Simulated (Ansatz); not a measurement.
# W2N3: the cost of one run

Method: DFT PBEsol, scalar-relativistic, plane waves, PAW, in Ansatz 0.2.0.

1 further run of the same task is left out (set aside as unsound or not needed).

## (1) The structure to begin with

The structure is hexagonal, space group P6_3/mmc (No. 194). The conventional cell has a = 2.885 Å, b = 2.885 Å, c = 15.894 Å, α = 90.00°, β = 90.00°, γ = 120.00°. Around W (site symmetry 3m) lie 6 N at 2.00 to 2.21 Å. N (site symmetry 3m) is surrounded by 3 W at 2.00 Å. Around N (site symmetry -6m2) lie 6 W at 2.21 Å.

Structure file:

```
W N
1.0
    -2.88466    0.00000    0.00000
    -1.44233   -2.49819    0.00000
     0.00000    0.00000   15.89440
W N
4 6
Direct
  0.66667 0.66667 0.15871
  0.33333 0.33333 0.84129
  0.33333 0.33333 0.65871
  0.66667 0.66667 0.34129
  0.66667 0.66667 0.91118
  0.33333 0.33333 0.08882
  0.33333 0.33333 0.41118
  0.66667 0.66667 0.58882
  0.66667 0.66667 0.75000
  0.33333 0.33333 0.25000
```

It goes back to an entry of the Materials Project, which need not be the stable form.

It is the result of an earlier relaxation at this level (volume 11.45 Å³/atom; gap on the mesh: none (metal)).

## (2) The reference cell

The reference gives a free energy of -43299.6064 eV, pressure 0.00 GPa, largest force 0.010 eV/Å and gap on the mesh none (metal). It was computed beforehand with the settings of the runs below.

## (3) Setting up sliding across a plane

The cut lies on the cell's a–b face, a (0 0 1) plane of area 7.21 Å², between layers 2.82 Å apart (N below, N above); the cell is 15.9 Å thick. Vector c is tilted by f times 1·a + 1·b (length 4.996 Å) with the atoms' Cartesian places fixed: one unrelaxed fault per cell.

## (4) Point f = 0.167

input.yaml reads:

```yaml
crystal:
  lattice:
    - [-2.8846614871, 0.0, 0.0]
    - [-1.4423307436, -2.4981901292, 0.0]
    - [-0.7213096049, -0.4164482945, 15.8943952211]
  atoms:
    - { symbol: W, position: [0.5568597348, 0.5568597348, 0.6587098493] }
    - { symbol: W, position: [0.2764402652, 0.2764402652, 0.3412901507] }
    - { symbol: W, position: [0.3068764015, 0.3068764015, 0.1587098493] }
    - { symbol: W, position: [0.5264235985, 0.5264235985, 0.8412901507] }
    - { symbol: "N", position: [0.598122706, 0.598122706, 0.4111815275] }
    - { symbol: "N", position: [0.235177294, 0.235177294, 0.5888184725] }
    - { symbol: "N", position: [0.1814393727, 0.1814393727, 0.9111815275] }
    - { symbol: "N", position: [0.6518606273, 0.6518606273, 0.0888184725] }
    - { symbol: "N", position: [0.6249916667, 0.6249916667, 0.25] }
    - { symbol: "N", position: [0.2083083333, 0.2083083333, 0.75] }
basis:
  ecutwfc: 420
kpoints:
  mp_grid: { grid: [15, 15, 3] }
hamiltonian:
  xc: pbesol
scf:
  occupations: { method: gaussian, width: 0.15 }
output:
  forces: true
  stress: true
  eigenvalues: true
```

Started as:

```sh
$ ansatz run input.yaml --threads 2 --pin off --max-ram 5120MiB --backend cpu --events-out ev --progress --plain --runs-dir out
```

Q: Estimate wall time and peak memory on 2 threads of Intel Xeon Platinum 8488C (Sapphire Rapids), shared host.

About 37 s, with a peak of 0.95 GiB.
